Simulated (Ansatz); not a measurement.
**GaC+ (singlet): from Hartree-Fock to the top rungs at distance C1–Ga2 = 1.860 Å, cc-pVDZ**

How much of the correlation energy of GaC+ (singlet) does each wave-function method recover here?

The runs use Ansatz 0.2.0, Gaussian basis; cc-pVDZ, core rule «outside noble gas», up to 15 orbitals frozen.

The runs, in order: UHF; CCSD(T) on RHF; CCSD(T) on UHF; BCCD(T) on RHF; CISD; CCSDT(Q) on RHF; CCSDT(Q) on UHF; CCSDTQ on RHF; CASSCF and MRCISD+Q, 2 electrons in 2 orbitals; CASSCF and NEVPT2, 2 electrons in 2 orbitals; Full CI.

35 further runs of the same task are left out: 9 for a known fault of the program, 19 that didn't finish, 7 set aside as unsound or not needed. Runs told in other sessions of the task aren't counted.

## 1. The system

The geometry derives from a PBE0/def2-TZVP stationary point (not a proven minimum). One bond is set to the value named and the two fragments are kept rigid. No spin-orbit coupling is included. The filled d shell of Ga may be among the frozen orbitals whatever the setting's name suggests.

2 atoms, charge 1, spin multiplicity 1.

Atoms are counted from 1 here; the program's logs count them from 0.

Bond lengths: C1–Ga2 1.860 Å.

## 2. UHF

in.yaml

```yaml
crystal:
  periodic: [false, false, false]
  atoms:
    - {symbol: C, position_ang: [0.000000, 0.000000, 0.000000]}
    - {symbol: Ga, position_ang: [0.000000, 0.000000, 1.860000]}
basis:
  gaussian: {orbitals: cc-pVDZ}
total_charge: 1
magnetization: {spin_polarized: true, initial_magnetization: 0}
hamiltonian: {xc: hf}
output: {orbitals: {seedname: orbitals}}
```

Run with:

```
ansatz run in.yaml --threads 1 --pin off --events-out ev --progress --plain --max-ram 2393MiB
```

Further steps of the session: CCSD(T) on RHF; CCSD(T) on UHF; BCCD(T) on RHF; CISD; CCSDT(Q) on RHF; CCSDT(Q) on UHF; CCSDTQ on RHF; CASSCF and MRCISD+Q, 2 electrons in 2 orbitals; CASSCF and NEVPT2, 2 electrons in 2 orbitals; Full CI.

Before running them: what should the planned runs give, taken together? Wanted: FCI from the RHF energy; RMP2 from FCI; RCCSD from FCI; RCCSD(T) from FCI; RCCSDT(Q) from FCI; T1 diagnostic; effectively unpaired electrons.

As calculated:

```
                         quantity               value
          FCI from the RHF energy          -5.1396 eV
                    RMP2 from FCI         +1676.2 meV
                   RCCSD from FCI          +531.5 meV
                RCCSD(T) from FCI          +260.6 meV
               RCCSDT(Q) from FCI            -2.1 meV
levels within 1 kcal/mol (43 meV)  RCCSDT(Q), RCCSDTQ
                    T1 diagnostic               0.060
   effectively unpaired electrons                2.29
```

RCCSD(T) misses by +260.6 meV, 5.1 % of the correlation energy. RCCSDT(Q) falls below full CI, which methods that aren't variational can do. With 2.3 effectively unpaired electrons against 0 the state is strongly multireference. Coupled cluster took another determinant than the lowest Hartree-Fock one. These misses are within one basis, not against nature.

The restricted and unrestricted ladders end 1.27 eV apart at CCSDT(Q), which points to two states or an unsound top rung; rows of one don't measure the error of the other.
